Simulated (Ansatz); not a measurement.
# GaN: a relaxation

Wanted: a converged relaxation for GaN, and a check of what comes out. The structure is shown as the input types it.

The COD entry's cell or inner coordinates are ideal or old and differ from later refinements, so a difference from it is no clean test against experiment.

Method: DFT, r2SCAN, PAW with Ansatz's default frozen-core files, scalar-relativistic; relaxation of cell and atoms, in Ansatz 0.2.0.

### Step 1. The starting structure

It takes space group P6_3mc (No. 186, hexagonal). Conventional cell: a = 3.180 Å, b = 3.180 Å, c = 5.166 Å, α = 90.00°, β = 90.00°, γ = 120.00°. Around Ga (site symmetry 3m) lie 4 N at 1.94 to 1.95 Å. N (site symmetry 3m) has 4 Ga at 1.94 to 1.95 Å as nearest neighbours.

Coordinates:

```cif
data_structure
_symmetry_space_group_name_H-M 'P 1'
_symmetry_Int_Tables_number 1
_cell_length_a 3.1800
_cell_length_b 3.1800
_cell_length_c 5.1660
_cell_angle_alpha 90.000
_cell_angle_beta 90.000
_cell_angle_gamma 120.000
_cell_volume 45.24
loop_
_atom_site_label
_atom_site_type_symbol
_atom_site_fract_x
_atom_site_fract_y
_atom_site_fract_z
_atom_site_occupancy
Ga1 Ga 0.33333 0.66667 0.00000 1
Ga2 Ga 0.66667 0.33333 0.50000 1
N1 N 0.33333 0.66667 0.37500 1
N2 N 0.66667 0.33333 0.87500 1
```

### Step 2. The run

The input, input.yaml:

```yaml
crystal:
  lattice:
    - [3.17999999999, 0.0, 0.0]
    - [-1.58999999999, 2.75396078402, 0.0]
    - [0.0, 0.0, 5.166]
  atoms:
    - { symbol: Ga, position: [0.333333333333, 0.666666666667, 0.0] }
    - { symbol: Ga, position: [0.666666666667, 0.333333333333, 0.5] }
    - { symbol: "N", position: [0.333333333333, 0.666666666667, 0.375] }
    - { symbol: "N", position: [0.666666666667, 0.333333333333, 0.875] }
kpoints:
  mp_grid: { grid: [8, 8, 4] }
scf:
  occupations: { method: fixed }
  max_iter: 5
hamiltonian:
  xc: r2scan
  pseudopotentials: { kind: paw }
relax:
  f_tol: 0.002
  max_steps: 80
  cell: {}
output:
  forces: true
  stress: true
  write_density: true
  write_potential: true
  elf: true
  volumetric_format: npy
```

The run is started by

```console
$ ansatz run input.yaml --threads 2 --pin off --max-ram 5120MiB --backend cpu --events-out ev --progress --plain --runs-dir out
```

**Question.** How will this run end, and is anything wrong with its input?

No self-consistency after 5 cycles. The density residual dr2 fell from 0.0267 to 4.1e-6 eV (threshold 1.0e-7) and was still falling. Nothing that it prints is a result.

Look at the input: scf.max_iter is 5. The run was allowed too few self-consistency cycles to reach its threshold.

What to do: delete scf.max_iter (the default then holds).
